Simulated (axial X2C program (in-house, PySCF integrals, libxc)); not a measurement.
# SeBe: bond curves with and without spin–orbit coupling

Aim: find the lowest determinant of SeBe, scan the bond at several levels and fit the constants, once spin-free and once with spin–orbit coupling.

Method: all-electron X2C, Se dyall-cv3z, Be dyall-cv3z; program: an in-house X2C program for linear molecules on PySCF integrals.

All values are calculated.

## (1) The job

task.json reads:

```json
{"zs": [34, 4], "q": 0, "bas": ["dyall-cv3z", "dyall-cv3z"], "levels": ["PBE0", "HF", "B3LYP"], "cc": true, "r0": 1.97, "thr": -2.0, "nmax": 90, "npts": 10, "nst": 2, "ntry": 6}
```

Keys: zs atomic numbers; q charge; bas basis sets; levels methods (HF also brings MP2); cc coupled cluster on or off; r0 starting distance in Å; thr threshold in hartree for freezing inner shells (an s shell follows its p shell); nmax most natural virtual spinors; npts points asked for on the curve; nst determinants followed; ntry starts of the search.

On the command line:

```sh
python so2c.py task.json out
```

Spin-free means the one-electron spin-free X2C Hamiltonian; two-component (2c) means X2C with spin–orbit coupling and atomic mean-field two-electron Coulomb and Gaunt terms. Basis: Se dyall-cv3z contracted to [8s9p6d4f1g], Be dyall-cv3z contracted to [8s8p3d1f]; Gaussian nuclei, density fitting. Masses: Se 79.917 u, Be 9.012 u.

Notation: σ, π±, δ± give the projection m of an orbital's angular momentum (0, ±1, ±2), α and β its spin, Λ and M_S the sums; ω is the projection of a spinor's total angular momentum and Ω the sum. Logs are in hartree.

The results follow Hamiltonian by Hamiltonian and level by level.

## (2) State search with PBE0

PBE0 moves the distance from 1.970 Å to 1.863 Å and compares determinants there.

Spin-free determinants:

| ΔE (eV) | state | open shells |
| --- | --- | --- |
| 0.00 | M_S = 0, Λ = 0 | closed shell |
| 0.82 | M_S = 1, Λ = 1 | beyond closed shells: σα, π+α, π+β, π-α |
| 0.86 | M_S = 0, Λ = 1 | beyond closed shells: σβ, π+α, π+β, π-α |
| 2.45 | M_S = 1, Λ = 0 | beyond closed shells: 2 × σα |
| 3.85 | M_S = 1, Λ = 0 | beyond closed shells: π+α, π+β, 2 × π-α |
| 3.85 | M_S = 1, Λ = 2 | beyond closed shells: 2 × π+α, π+β, π-α |
| 4.03 | M_S = 0, Λ = 2 | beyond closed shells: π+α, 2 × π+β, π-α |

Two-component determinants:

```csv
ΔE (eV),state,open shells
0.00,Ω = 0,closed shell
0.72,Ω = 2,"excess of +ω over −ω: ω = 1/2, ω = 3/2"
0.77,Ω = 1,"excess of +ω over −ω: ω = -1/2, ω = 3/2"
0.96,Ω = 1,excess of +ω over −ω: 2 × ω = 1/2
3.77,Ω = 3,excess of +ω over −ω: 2 × ω = 3/2
3.97,Ω = 1,"excess of +ω over −ω: ω = -1/2, ω = 3/2"
4.14,Ω = 2,"excess of +ω over −ω: ω = 1/2, ω = 3/2"
```

## (3) PBE0, spin-free

State followed: M_S = 0, Λ = 0 (closed shell). The scan is laid around 1.863 Å, a first estimate of the minimum, and this SCF restarts from the orbitals of the search.

Output at 1.863 Å:

```text
spin-free X2C-1e  PBE0
basis functions 156  fitting functions 838  grid points 5079
iter        total energy     max residual
   1      -2444.361471210     1.42e-05
   2      -2444.361471212     1.26e-05
converged
one-electron -3478.06621577  Coulomb 1086.27613374  exact exchange -22.39738465  xc functional -68.80422498  nuclear repulsion 38.63022044
```

Along the bond, energies from the lowest point:

```csv
R (Å),E (eV),μ (D),HOMO (eV),LUMO (eV),iterations
1.621,0.8998,4.47,-7.06,-3.50,28
1.695,0.3767,4.63,-6.90,-3.65,27
1.751,0.1486,4.75,-6.80,-3.76,22
1.807,0.0307,4.85,-6.70,-3.87,21
1.863,0.0000,4.95,-6.62,-3.97,2
1.928,0.0496,5.04,-6.53,-4.10,21
1.993,0.1682,5.12,-6.45,-4.21,19
2.077,0.3913,5.20,-6.37,-4.35,19
2.180,0.7307,5.27,-6.29,-4.50,19
2.329,1.2777,5.32,-6.21,-4.67,19
```

Dipoles are positive if Be is the positive end.

Outer orbitals at the reference distance:

```csv
symmetry,occupied,ε (eV),atomic character
σα,yes,-18.17,"68% Se s, 15% Be p, 11% Be s"
σα,yes,-8.57,"67% Se p, 23% Be s, 5% Se s"
π+α,yes,-6.62,"71% Se p, 24% Be p, 4% Be d"
π-α,yes,-6.62,"71% Se p, 24% Be p, 4% Be d"
σα,no,-3.97,"46% Be p, 42% Be s, 9% Se p"
π-α,no,-0.72,"69% Be p, 18% Se p, 7% Se d"
π+α,no,-0.72,"69% Be p, 18% Se p, 7% Se d"
σα,no,0.79,"91% Be p, 3% Be s, 3% Be d"
```

PBE0 fields in the half plane through the axis: z from -2.4 to 4.2 Å across, distance from the axis 0.15 to 2.25 Å upwards; Se lies at z = 0 and Be at z = 1.863 Å; the ELF is damped to zero where the density is low.

log10 density (e/bohr³). Ten even steps from ' ' (-4.87 ) to '@' (1.42 ):
```
  ......::::::------------::::::::::....      
  ..::::::----------------------::::::....    
....::------================--------::::....  
..::::--======++++++++==========----::::....  
..::----==++++++++++++++++++======----::::....
::::--====++**********++++++++====----::::....
::----==++++**######****++++**++==----::::....
::----==++****%%@@%%********%%##++----::::....
```

ELF. Ten even steps from '0' (0.00 ) to '9' (1.00 ):
```
00000122222222211000000
00001344444445543100000
00013566666667765310000
00135677777778876420000
00246788777788876420000
01257874346787312210000
01367732422770000000000
01367617271651990000000
```

Re = 1.858 Å, ωe = 866 cm⁻¹, ωexe = 4.6 cm⁻¹, Be = 0.6031 cm⁻¹, De = 2.97 eV, μ = 4.94 D.

## (4) HF, spin-free

The SCF at the reference distance of 1.863 Å:

```text
spin-free X2C-1e  HF
basis functions 156  fitting functions 838  grid points 5079
iter        total energy     max residual
   1      -2442.749400185     2.26e-01
   2      -2442.767297155     7.77e-03
   3      -2442.767832448     1.19e-02
   4      -2442.768058787     1.65e-03
   5      -2442.768067130     2.80e-04
   6      -2442.768069672     3.31e-04
   7      -2442.768070073     8.16e-05
   8      -2442.768070164     2.22e-05
   9      -2442.768070170     1.04e-05
  10      -2442.768070171     1.45e-06
converged
one-electron -3478.33771488  Coulomb 1086.61186468  exact exchange -89.67244041  xc functional 0.00000000  nuclear repulsion 38.63022044
```

Re = 1.853 Å, ωe = 888 cm⁻¹, ωexe = 5.47 cm⁻¹, Be = 0.6065 cm⁻¹, De = 1.22 eV, μ = 5.98 D.

## (5) B3LYP, spin-free

Output at 1.863 Å:

```text
spin-free X2C-1e  B3LYP
basis functions 156  fitting functions 838  grid points 5079
iter        total energy     max residual
   1      -2444.722795010     4.87e-02
   2      -2444.724016047     2.25e-03
   3      -2444.724071559     2.69e-03
   4      -2444.724076691     2.62e-04
   5      -2444.724077093     2.67e-04
   6      -2444.724077271     4.35e-05
   7      -2444.724077275     2.44e-05
   8      -2444.724077277     3.48e-06
converged
one-electron -3477.99657515  Coulomb 1086.19844347  exact exchange -17.91451333  xc functional -73.64165271  nuclear repulsion 38.63022044
```

Re = 1.862 Å, ωe = 852 cm⁻¹, ωexe = 4.72 cm⁻¹, Be = 0.6004 cm⁻¹, De = 2.92 eV, μ = 4.80 D.

## (6) MP2 and beyond, spin-free

Correlated methods: 8 electrons correlated (frozen shells, counted by type: Se 3 s, 2 p, 1 d; Be 1 s), 192 virtual spinors in MP2, 90 natural virtuals in coupled cluster.

Output of the correlated part at 1.863 Å:

```text
correlated 8  virtual 192  natural virtual 90  E(MP2) -0.194049735  MP2 remainder -0.003352710
iter   CCSD correlation   residual
   1     -0.196352029   1.20e-01
   2     -0.201443673   5.91e-02
   3     -0.203814600   2.44e-02
   4     -0.203838809   8.24e-03
   5     -0.203865030   2.72e-03
   6     -0.203869273   1.15e-03
   7     -0.203868344   5.11e-04
   8     -0.203873749   1.99e-04
   9     -0.203871169   5.50e-05
  10     -0.203871506   1.40e-05
  11     -0.203871223   5.21e-06
  12     -0.203871225   1.74e-06
(T) -0.012852676  T1 0.0341  D1 0.0481  max T2 0.069
```

T1 in the output is the amplitude norm over the root of the electron number; divide by √2 for the Lee–Taylor value.

MP2: Re = 1.877 Å, ωe = 858 cm⁻¹, Be = 0.5906 cm⁻¹, De = 2.91 eV.

CCSD: Re = 1.871 Å, ωe = 854 cm⁻¹, ωexe = 5.2 cm⁻¹, Be = 0.5949 cm⁻¹, De = 2.32 eV. T1 at Re = 0.024 (Lee–Taylor, the printed value over √2).

CCSD(T): Re = 1.881 Å, ωe = 837 cm⁻¹, ωexe = 4.45 cm⁻¹, Be = 0.5882 cm⁻¹, De = 2.57 eV. T1 at Re = 0.025 (Lee–Taylor, the printed value over √2).

## (7) A higher determinant, spin-free

State: M_S = 1, Λ = 1 (beyond closed shells: σα, π+α, π+β, π-α).

Output at the reference distance:

```text
spin-free X2C-1e  PBE0
basis functions 156  fitting functions 838  grid points 5079
iter        total energy     max residual
   1      -2444.331500598     3.87e-05
   2      -2444.331500608     1.48e-05
converged
one-electron -3476.07131932  Coulomb 1084.32841800  exact exchange -22.41136049  xc functional -68.80745925  nuclear repulsion 38.63022044
```

```csv
R (Å),E above the lowest PBE0 point (eV)
1.621,2.602
1.695,1.789
1.751,1.353
1.807,1.036
1.863,0.816
1.928,0.655
1.993,0.577
2.077,0.567
2.180,0.653
```

No constants are quoted: too few points lie around the minimum for a second fit to confirm the first.

## (8) The spin-free curves together

Energy (eV) of the followed determinant, spin-free, from each level's lowest point:

```csv
R (Å),PBE0,HF,MP2,CCSD,CCSD(T),B3LYP
1.621,0.900,0.901,1.044,n/a,n/a,0.910
1.695,0.377,0.369,0.468,0.436,0.474,0.387
1.751,0.149,0.140,0.206,0.185,0.211,0.157
1.807,0.031,0.025,0.057,0.048,0.060,0.035
1.863,0.000,0.000,0.000,0.000,0.000,0.000
1.928,0.050,0.059,0.024,0.032,0.018,0.043
1.993,0.168,0.187,0.125,0.136,0.108,0.154
2.077,0.391,0.418,0.338,0.339,0.299,0.366
2.180,0.731,0.756,0.690,n/a,n/a,0.689
2.329,1.278,1.264,1.308,n/a,n/a,1.212
```

## (9) PBE0, 2c

State followed: Ω = 0 (closed shell). The scan is laid around 1.863 Å, a first estimate of the minimum, and this SCF restarts from the orbitals of the search.

Output at 1.863 Å:

```text
two-component X2C + atomic mean field  PBE0
basis functions 156  fitting functions 838  grid points 5079
iter        total energy     max residual
   1      -2443.540183103     7.89e-05
   2      -2443.540183104     7.79e-05
   3      -2443.540183186     2.37e-05
   4      -2443.540183193     6.16e-06
converged
one-electron -3475.92422939  Coulomb 1085.81554714  exact exchange -22.38865296  xc functional -68.77739008  nuclear repulsion 38.63022044  atomic mean-field constant -0.89567836
```

Along the bond, energies from the lowest point:

```csv
R (Å),E (eV),μ (D),HOMO (eV),LUMO (eV),iterations
1.621,0.9068,4.45,-6.97,-3.50,30
1.695,0.3819,4.61,-6.81,-3.64,29
1.751,0.1524,4.72,-6.70,-3.75,28
1.807,0.0327,4.81,-6.61,-3.86,25
1.863,0.0000,4.89,-6.53,-3.97,4
1.928,0.0467,4.97,-6.44,-4.09,25
1.993,0.1615,5.03,-6.37,-4.21,22
2.077,0.3775,5.05,-6.30,-4.34,25
2.180,0.7027,4.98,-6.25,-4.47,23
2.329,1.2114,4.69,-6.25,-4.57,23
```

Dipoles are positive if Be is the positive end.

Outer spinors at the reference distance:

| ω | occupied | ε (eV) | atomic character | λ mixture |
| --- | --- | --- | --- | --- |
| 1/2 | yes | -18.18 | 68% Se s, 15% Be p, 11% Be s | 100% σ |
| 1/2 | yes | -8.59 | 67% Se p, 22% Be s, 5% Se s | 99% σ, 1% π |
| 1/2 | yes | -6.72 | 71% Se p, 23% Be p, 4% Be d | 99% π, 1% σ |
| 3/2 | yes | -6.53 | 70% Se p, 25% Be p, 4% Be d | 100% π |
| 1/2 | no | -3.97 | 46% Be p, 41% Be s, 9% Se p | 100% σ |
| 1/2 | no | -0.74 | 70% Be p, 17% Se p, 7% Se d | 100% π |
| 3/2 | no | -0.69 | 68% Be p, 18% Se p, 7% Se d | 100% π |
| 1/2 | no | 0.79 | 91% Be p, 3% Be s, 3% Be d | 100% σ |

PBE0 fields in the half plane through the axis: z from -2.4 to 4.2 Å across, distance from the axis 0.15 to 2.25 Å upwards; Se lies at z = 0 and Be at z = 1.863 Å; the ELF is damped to zero where the density is low.

log10 density (e/bohr³). Ten even steps from '0' (-4.86 ) to '9' (1.42 ):
```
01112223333332222211000
01222333333333332221100
11233344444444333322110
12234445555444443322110
12334555555555444332211
22344566666555544332211
23345567776655654332211
23345668986666875332211
```

ELF. Ten even steps from ' ' (0.00 ) to '@' (1.00 ):
```
          ..::::::::::::::::::....            
        ..--==============++++==--..          
      ..--++****************##**++--..        
    ..--++**##############%%%%##**==::        
    ::==**##%%%%########%%%%%%##**==::        
  ..::++##%%##==--==**##%%##--..::::..        
  ..--**####--::==::::####                    
  ..--**##**..##::##..**++..@@@@              
```

Re = 1.860 Å, ωe = 860 cm⁻¹, ωexe = 4.91 cm⁻¹, Be = 0.6019 cm⁻¹, De = 2.92 eV, μ = 4.89 D.

## (10) HF, 2c

The SCF at the reference distance of 1.863 Å:

```text
two-component X2C + atomic mean field  HF
basis functions 156  fitting functions 838  grid points 5079
iter        total energy     max residual
   1      -2441.928751985     2.32e-01
   2      -2441.946622547     7.76e-03
   3      -2441.947156222     1.22e-02
   4      -2441.947381566     1.65e-03
   5      -2441.947390619     2.56e-04
   6      -2441.947393937     3.94e-04
   7      -2441.947394647     1.26e-04
   8      -2441.947394943     4.61e-05
   9      -2441.947395017     4.71e-05
  10      -2441.947395054     1.53e-05
  11      -2441.947395064     8.86e-06
  12      -2441.947395066     3.87e-06
  13      -2441.947395066     1.04e-06
converged
one-electron -3476.19620545  Coulomb 1086.15172486  exact exchange -89.63745656  xc functional 0.00000000  nuclear repulsion 38.63022044  atomic mean-field constant -0.89567836
```

Re = 1.854 Å, ωe = 883 cm⁻¹, ωexe = 5.73 cm⁻¹, Be = 0.6055 cm⁻¹, De = 1.16 eV, μ = 5.94 D.

## (11) B3LYP, 2c

Output at 1.863 Å:

```text
two-component X2C + atomic mean field  B3LYP
basis functions 156  fitting functions 838  grid points 5079
iter        total energy     max residual
   1      -2443.901345806     4.94e-02
   2      -2443.902570755     2.23e-03
   3      -2443.902624843     2.67e-03
   4      -2443.902630973     2.12e-04
   5      -2443.902631904     4.18e-04
   6      -2443.902632419     8.60e-05
   7      -2443.902632569     6.56e-05
   8      -2443.902632583     3.36e-05
   9      -2443.902632587     1.26e-06
converged
one-electron -3475.85433184  Coulomb 1085.73763185  exact exchange -17.90753680  xc functional -73.61293788  nuclear repulsion 38.63022044  atomic mean-field constant -0.89567836
```

Re = 1.864 Å, ωe = 844 cm⁻¹, ωexe = 5.19 cm⁻¹, Be = 0.5991 cm⁻¹, De = 2.81 eV, μ = 4.74 D.

## (12) Correlated methods, 2c

Correlated methods: 8 electrons correlated (frozen shells, counted by type: Se 3 s, 2 p, 1 d; Be 1 s), 192 virtual spinors in MP2, 90 natural virtuals in coupled cluster.

Output of the correlated part at 1.863 Å:

```text
correlated 8  virtual 192  natural virtual 90  E(MP2) -0.193931220  MP2 remainder -0.003359984
iter   CCSD correlation   residual
   1     -0.196287724   1.20e-01
   2     -0.201377674   5.89e-02
   3     -0.203746898   2.45e-02
   4     -0.203771340   8.32e-03
   5     -0.203798155   2.85e-03
   6     -0.203802653   1.30e-03
   7     -0.203801669   6.65e-04
   8     -0.203808599   3.49e-04
   9     -0.203803937   2.05e-04
  10     -0.203805309   1.30e-04
  11     -0.203803801   6.18e-05
  12     -0.203804492   2.26e-05
  13     -0.203804550   8.05e-06
  14     -0.203804523   2.40e-06
  15     -0.203804530   8.23e-07
(T) -0.012839272  T1 0.0342  D1 0.0490  max T2 0.067
```

MP2: Re = 1.879 Å, ωe = 854 cm⁻¹, Be = 0.5897 cm⁻¹, De = 2.79 eV.

CCSD: Re = 1.872 Å, ωe = 848 cm⁻¹, ωexe = 5.69 cm⁻¹, Be = 0.5937 cm⁻¹, De = 2.21 eV. T1 at Re = 0.024 (Lee–Taylor, the printed value over √2).

CCSD(T): Re = 1.883 Å, ωe = 830 cm⁻¹, ωexe = 4.98 cm⁻¹, Be = 0.587 cm⁻¹, De = 2.46 eV. T1 at Re = 0.025 (Lee–Taylor, the printed value over √2).

## (13) A higher determinant, 2c

State: Ω = 2 (excess of +ω over −ω: ω = 1/2, ω = 3/2).

Output at the reference distance:

```text
two-component X2C + atomic mean field  PBE0
basis functions 156  fitting functions 838  grid points 5079
iter        total energy     max residual
   1      -2443.513650717     3.90e-05
   2      -2443.513650720     1.27e-05
converged
one-electron -3473.99456655  Coulomb 1083.93118333  exact exchange -22.40297516  xc functional -68.78183443  nuclear repulsion 38.63022044  atomic mean-field constant -0.89567836
```

```csv
R (Å),E above the lowest PBE0 point (eV)
1.621,2.510
1.695,1.697
1.751,1.261
1.807,0.943
1.863,0.722
1.928,0.561
1.993,0.482
2.077,0.471
2.180,0.556
```

No constants are quoted: too few points lie around the minimum for a second fit to confirm the first.

## (14) The 2c curves together

Energy (eV) of the followed determinant, 2c, from each level's lowest point:

```csv
R (Å),PBE0,HF,MP2,CCSD,CCSD(T),B3LYP
1.621,0.907,0.908,1.049,n/a,n/a,0.918
1.695,0.382,0.374,0.473,0.441,0.479,0.393
1.751,0.152,0.143,0.209,0.189,0.214,0.161
1.807,0.033,0.027,0.059,0.050,0.062,0.038
1.863,0.000,0.000,0.000,0.000,0.000,0.000
1.928,0.047,0.056,0.022,0.030,0.015,0.040
1.993,0.162,0.180,0.120,0.129,0.102,0.146
2.077,0.378,0.406,0.329,0.325,0.285,0.349
2.180,0.703,0.732,0.674,n/a,n/a,0.655
2.329,1.211,1.205,1.273,n/a,n/a,1.132
```

The whole job took 1.8 min on 1 thread of Arm Neoverse V1, shared host; peak memory 0.51 GiB.

## (15) Results

Lowest determinant that the search found at its distance, spin-free: M_S = 0, Λ = 0 (closed shell).

Lowest determinant that the search found at its distance, 2c: Ω = 0 (closed shell).

```csv
Hamiltonian,level,Re (Å),ωe (cm⁻¹),De (eV),μ (D)
spin-free,PBE0,1.858,866,2.97,4.94
spin-free,HF,1.853,888,1.22,5.98
spin-free,MP2,1.877,858,2.91,n/a
spin-free,CCSD,1.871,854,2.32,n/a
spin-free,CCSD(T),1.881,837,2.57,n/a
spin-free,B3LYP,1.862,852,2.92,4.80
2c,PBE0,1.860,860,2.92,4.89
2c,HF,1.854,883,1.16,5.94
2c,MP2,1.879,854,2.79,n/a
2c,CCSD,1.872,848,2.21,n/a
2c,CCSD(T),1.883,830,2.46,n/a
2c,B3LYP,1.864,844,2.81,4.74
```

Dipoles are positive if Be is the positive end.

Time per point (s) on 1 thread of Arm Neoverse V1, shared host (2c runs; CCSD comes with the CCSD(T) run); the times are rough: PBE0 0.66, HF 0.37, MP2 0.44, CCSD(T) 3, B3LYP 0.72.

**Reading.** At CCSD(T), going from spin-free to two-component changes Re by +2 mÅ, ωe by -0.8 %; the spin-free picture holds up (part of it comes from the scalar share of the two-electron terms). De moves by -0.12 eV; both De rest on single-determinant atoms, which can miss part of an open shell's spin–orbit lowering.

De refers to Se + Be, each in the lowest determinant found, which need not be this curve's own limit. Each curve is one determinant whose occupation by symmetry is held fixed; it was picked as the lowest of a PBE0 search that is not exhaustive. Closed shells are restricted here (equal orbitals for both partners), which fails at long range if the bond breaks into open shells. De is counted from the lowest determinant-based energies of the atoms at the same level, without counterpoise correction. Coupled cluster ran in a truncated set of natural virtual spinors; the MP2 energy of the rest was added. T1 at Re is 0.025 (Lee–Taylor), above the customary mark of 0.02.
